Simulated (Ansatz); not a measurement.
**Al₂BBrClH₃: how energies converge with the basis set**

How large a basis does Al₂BBrClH₃ need? Two functionals are run in growing sets.

The runs use Ansatz 0.2.0, Gaussian basis; one geometry, several basis sets.

Levels to be run: PBE0-D4/def2-SVP; ωB97M-V/def2-SVP; PBE0-D4/def2-QZVPP; ωB97M-V/def2-QZVPP; the functionals' def2-TZVPP values are taken from earlier runs.

### Step 1. The relaxed structure

All runs share one geometry, relaxed beforehand with PBE0-D4 in a triple-zeta def2 set.

SMILES `[AlH2][BH][Al]([Cl])[Br]`, 8 atoms, charge 0, spin multiplicity 1.

Atoms are counted from 1 here; the program's logs count them from 0.

Bond lengths: Al1–B2 2.102 Å, Al1–H6 1.591 Å, Al1–H7 1.590 Å, B2–Al3 2.092 Å, B2–H8 1.203 Å, Al3–Cl4 2.095 Å, Al3–Br5 2.256 Å. Angles: B2–Al1–H6 119.9°, B2–Al1–H7 120.1°, H6–Al1–H7 120.0°, Al1–B2–Al3 126.1°, Al1–B2–H8 118.9°, Al3–B2–H8 115.0°, B2–Al3–Cl4 122.1°, B2–Al3–Br5 120.0°, Cl4–Al3–Br5 117.7°.

Coordinates:

```mol
Al2BBrClH3
  3D, bonds by distance, orders not assigned

  8  7  0  0  0  0  0  0  0  0999 V2000
    0.0257    1.5083    1.2211 Al  0  0
    0.4032   -0.4440    0.5395 B   0  0
   -0.1896   -1.2436   -1.3006 Al  0  0
   -2.0449   -2.1820   -1.5621 Cl  0  0
    1.1298   -1.0027   -3.1143 Br  0  0
   -1.3019    1.8184    2.0404 H   0  0
    1.0416    2.6828    0.8784 H   0  0
    1.0284   -1.1943    1.2419 H   0  0
  1  2  8  0
  2  3  8  0
  3  4  8  0
  3  5  8  0
  1  6  8  0
  1  7  8  0
  2  8  8  0
M  END
```

### Step 2. PBE0-D4 in def2-SVP

in.yaml reads:

```yaml
crystal:
  periodic: [false, false, false]
  atoms:
    - {symbol: Al, position_ang: [0.025673, 1.508324, 1.221102]}
    - {symbol: B, position_ang: [0.403154, -0.444041, 0.539455]}
    - {symbol: Al, position_ang: [-0.189624, -1.243624, -1.300631]}
    - {symbol: Cl, position_ang: [-2.044862, -2.181963, -1.562053]}
    - {symbol: Br, position_ang: [1.129817, -1.002694, -3.114299]}
    - {symbol: H, position_ang: [-1.301936, 1.818368, 2.040367]}
    - {symbol: H, position_ang: [1.041619, 2.682778, 0.878403]}
    - {symbol: H, position_ang: [1.028359, -1.194251, 1.241856]}
basis:
  gaussian: {orbitals: def2-SVP}
hamiltonian: {xc: pbe0, dispersion: d4}
output: {orbitals: {seedname: orbitals}}
```

Further steps of the session: ωB97M-V in def2-SVP; PBE0-D4 in def2-QZVPP; ωB97M-V in def2-QZVPP.

**Question.** What will the summary of the whole plan be? Wanted: PBE0-D4: double and triple zeta above quadruple; ωB97M-V: double and triple zeta above quadruple.

The runs gave:

| quantity | value |
| --- | --- |
| PBE0-D4: double and triple zeta above quadruple | 20.37, 2.24 eV |
| ωB97M-V: double and triple zeta above quadruple | 20.23, 2.16 eV |

What this shows: For PBE0-D4 the step from double to triple zeta gains 18.14 eV and the next only 2.24 eV. These are total energies; as a rule much of such shifts cancels in differences, which this series doesn't test.
